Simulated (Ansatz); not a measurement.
# C2H11BOSi2: the cost of one run

Program: Ansatz 0.2.0. Level of theory: UKS BLYP/STO-3G. These are calculated values, not measurements.

## 1. The system as given

Bond lengths (14 of 16 bonds, heavy atoms first): B1–Si2 1.969 Å, Si2–Si3 2.237 Å, Si2–O4 1.668 Å, O4–C5 1.375 Å, C5–C6 1.536 Å, B1–H7 1.176 Å, B1–H8 1.128 Å, Si2–H9 1.509 Å, Si3–H10 1.488 Å, Si3–H11 1.479 Å, Si3–H12 1.413 Å, C5–H13 1.116 Å, C5–H14 1.123 Å, C6–H15 1.137 Å. Angles (14 of 28 angles, heavy atoms first): B1–Si2–Si3 109.1°, B1–Si2–O4 112.0°, Si3–Si2–O4 108.6°, Si2–O4–C5 113.3°, O4–C5–C6 112.7°, B1–Si2–H9 107.9°, Si3–Si2–H9 110.6°, O4–Si2–H9 108.7°, Si2–B1–H7 117.7°, Si2–B1–H8 118.7°, Si2–Si3–H10 108.3°, Si2–Si3–H11 107.8°, Si2–Si3–H12 110.8°, O4–C5–H13 110.9°.

Structure file:

```xyz
17

B     0.5520   -2.7082   -0.9327
Si    0.7163   -0.8581   -0.2804
Si    1.4053    0.4505   -1.9593
O    -0.7339   -0.2671    0.2931
C    -0.5841    0.7557    1.2005
C    -1.9280    1.3090    1.6984
H     0.7697   -2.9078   -2.0705
H     0.1682   -3.4997   -0.2258
H     1.7213   -0.8499    0.8450
H     1.6199    1.8226   -1.4258
H     2.7096   -0.0657   -2.4282
H     0.4638    0.4508   -3.0124
H    -0.0830    1.6347    0.7300
H    -0.0497    0.4057    2.1244
H    -2.5044    0.4655    2.1966
H    -2.5060    1.7184    0.8584
H    -1.7559    2.1432    2.4288
```

## 2. Relaxing the start

input.yaml reads:

```yaml
crystal:
  periodic: [false, false, false]
  atoms:
    - { symbol: B, position_ang: [0.552, -2.7082, -0.9327] }
    - { symbol: Si, position_ang: [0.7163, -0.8581, -0.2804] }
    - { symbol: Si, position_ang: [1.4053, 0.4505, -1.9593] }
    - { symbol: O, position_ang: [-0.7339, -0.2671, 0.2931] }
    - { symbol: C, position_ang: [-0.5841, 0.7557, 1.2005] }
    - { symbol: C, position_ang: [-1.928, 1.309, 1.6984] }
    - { symbol: H, position_ang: [0.7697, -2.9078, -2.0705] }
    - { symbol: H, position_ang: [0.1682, -3.4997, -0.2258] }
    - { symbol: H, position_ang: [1.7213, -0.8499, 0.845] }
    - { symbol: H, position_ang: [1.6199, 1.8226, -1.4258] }
    - { symbol: H, position_ang: [2.7096, -0.0657, -2.4282] }
    - { symbol: H, position_ang: [0.4638, 0.4508, -3.0124] }
    - { symbol: H, position_ang: [-0.083, 1.6347, 0.73] }
    - { symbol: H, position_ang: [-0.0497, 0.4057, 2.1244] }
    - { symbol: H, position_ang: [-2.5044, 0.4655, 2.1966] }
    - { symbol: H, position_ang: [-2.506, 1.7184, 0.8584] }
    - { symbol: H, position_ang: [-1.7559, 2.1432, 2.4288] }
magnetization:
  spin_polarized: true
basis:
  gaussian: { orbitals: STO-3G }
hamiltonian:
  xc: blyp
relax:
  f_tol: 0.02
  max_steps: 40
```

On the command line:

```
$ ansatz run input.yaml --threads 1 --pin off --max-ram 2048MiB --backend cpu --events-out ev --progress --plain --runs-dir out
```

Q: Estimate wall time and peak memory on 1 thread of an x86-64 CPU, shared host.

About 5.6 min, with a peak of 0.2 GiB.
